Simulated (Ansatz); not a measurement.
# BN (boron nitride) at U-revPBE/6-31G

What is the electronic atomisation energy of BN (boron nitride) at U-revPBE/6-31G? 

The calculation is run with Ansatz 0.2.0.

66 further runs of the same task are left out: 66 set aside as unsound or not needed.

## Step 1: The structure to begin with

The species is BN (2 atoms), meant as a triplet with charge 0. SMILES: `B#N`. The coordinates come from a GFN2-xTB relaxation.

Bond lengths: B1–N2 1.268 Å.

## Step 2: The energy at U-revPBE/6-31G

molecule.yaml

```yaml
crystal:
  periodic: [false, false, false]
  atoms:
    - {symbol: B, position_ang: [0.000000, 0.000000, 0.000000]}
    - {symbol: "N", position_ang: [0.000000, 0.000000, 1.268430]}
basis:
  gaussian: {orbitals: 6-31G}
magnetization: {spin_polarized: true, initial_magnetization: 2}
hamiltonian: {xc: {name: revPBE}}
accuracy: high
```

Launch:

```
ansatz run molecule.yaml --threads 1 --pin off --max-ram 2610MiB --events-out events.jsonl --progress --plain --runs-dir runs
```

What it wrote:

```text
Warning: RAYON_NUM_THREADS=1 ignored (pool sized by the plan → 1); use --threads N
Functional definition: revPBE
  name "revPBE"
  parameter kappa = 1.245
  parameter beta = 0.06672455060314922
  exchange = pbe_x(kappa = kappa, mu = beta*pi^2/3)
  correlation = pbe_c(beta = beta)
417 factors; integrals over basis functions are off by at most 3.1e-9 eV
mean field evaluation 1: about -2155.0508 eV, gradient 3.1e1 eV
mean field evaluation 2: about -2108.4751 eV, gradient 8.4e1 eV
mean field evaluation 4: about -2159.6248 eV, gradient 2.1e0 eV
mean field evaluation 8: about -2159.6467 eV, gradient 1.3e-1 eV
mean field evaluation 16: about -2159.6468 eV, gradient 6.4e-7 eV
mean field evaluation 32: about -2158.5724 eV, gradient 3.2e-1 eV
mean field -2159.64677091 eV, -79.3655549698 hartree, gradient 6.6e-9 eV, S^2 2.002267; 5 other end points of the search recorded, 0 dependent functions left out
reference -2159.64677316 eV, -79.3655550524 hartree; 7, 5 occupied and 11, 13 virtual orbitals, 417 factors
Total energy: -2159.64677316 eV, -79.3655550524 hartree
```

Run time: 0.58 s. Hardware: 1 thread of AMD EPYC 9R45 (Zen 5), shared host.

## Step 3: The B atom, same level

run.yaml

```yaml
basis:
  gaussian:
    orbitals: 6-31G
crystal:
  periodic: [false, false, false]
  atoms:
    - symbol: B
      position_ang: [0.000000, 0.000000, 0.000000]
magnetization:
  spin_polarized: true
  initial_magnetization: 1
hamiltonian:
  xc: {name: revPBE}
accuracy: high
```

Launch:

```
ansatz run run.yaml --threads 1 --pin off --max-ram 2610MiB --events-out events.jsonl --progress --plain --runs-dir runs
```

What it wrote:

```text
Warning: RAYON_NUM_THREADS=1 ignored (pool sized by the plan → 1); use --threads N
Functional definition: revPBE
  name "revPBE"
  parameter kappa = 1.245
  parameter beta = 0.06672455060314922
  exchange = pbe_x(kappa = kappa, mu = beta*pi^2/3)
  correlation = pbe_c(beta = beta)
46 factors; integrals over basis functions are off by at most 3.4e-9 eV
mean field evaluation 1: about -670.5300 eV, gradient 1.2e0 eV
mean field evaluation 2: about -670.5424 eV, gradient 4.0e-1 eV
mean field evaluation 4: about -670.5434 eV, gradient 9.4e-3 eV
mean field evaluation 8: about -670.5434 eV, gradient 8.1e-6 eV
mean field evaluation 16: about -670.5434 eV, gradient 2.3e-8 eV
mean field -670.54340037 eV, -24.6420154528 hartree, gradient 3.1e-8 eV, S^2 0.750060; 1 other end points of the search recorded, 0 dependent functions left out
reference -670.54340258 eV, -24.6420155341 hartree; 3, 2 occupied and 6, 7 virtual orbitals, 46 factors
Total energy: -670.54340258 eV, -24.6420155341 hartree
```

Wall time 0.14 s (1 thread of AMD EPYC 9R45 (Zen 5), shared host).

## Step 4: The N atom

molecule.yaml

```yaml
crystal:
  periodic: [false, false, false]
  atoms:
    - {symbol: "N", position_ang: [0.000000, 0.000000, 0.000000]}
basis:
  gaussian: {orbitals: 6-31G}
magnetization: {spin_polarized: true, initial_magnetization: 3}
hamiltonian: {xc: {name: revPBE}}
accuracy: high
```

Launch:

```
ansatz run molecule.yaml --threads 1 --pin off --max-ram 2610MiB --events-out events.jsonl --progress --plain --runs-dir runs
```

What it wrote:

```text
Warning: RAYON_NUM_THREADS=1 ignored (pool sized by the plan → 1); use --threads N
Functional definition: revPBE
  name "revPBE"
  parameter kappa = 1.245
  parameter beta = 0.06672455060314922
  exchange = pbe_x(kappa = kappa, mu = beta*pi^2/3)
  correlation = pbe_c(beta = beta)
46 factors; integrals over basis functions are off by at most 2.3e-8 eV
mean field evaluation 1: about -1484.6506 eV, gradient 6.1e0 eV
mean field evaluation 2: about -1484.7444 eV, gradient 4.4e0 eV
mean field evaluation 4: about -1484.8457 eV, gradient 9.5e-3 eV
mean field evaluation 8: about -1484.8451 eV, gradient 3.2e-5 eV
mean field -1484.84510377 eV, -54.5670510995 hartree, gradient 6.0e-8 eV, S^2 3.751482; 0 other end points of the search recorded, 0 dependent functions left out
reference -1484.84510512 eV, -54.5670511489 hartree; 5, 2 occupied and 4, 7 virtual orbitals, 46 factors
Total energy: -1484.84510512 eV, -54.5670511489 hartree
```

It took 0.1 s on 1 thread of AMD EPYC 9R45 (Zen 5), shared host.

## Step 5: What came out

At U-revPBE/6-31G:

```
                     quantity         value
       molecule: total energy  -79.36556 Eh
               molecule: ⟨S²⟩         2.002
         B atom: total energy  -24.64202 Eh
                 B atom: ⟨S²⟩         0.750
         N atom: total energy  -54.56705 Eh
                 N atom: ⟨S²⟩         3.751
electronic atomisation energy      4.258 eV
```

In words: Taking the molecule apart into free atoms costs 4.26 eV (98 kcal/mol), before zero-point energy and without spin-orbit coupling. The basis has no polarisation functions, which makes bonds too weak.
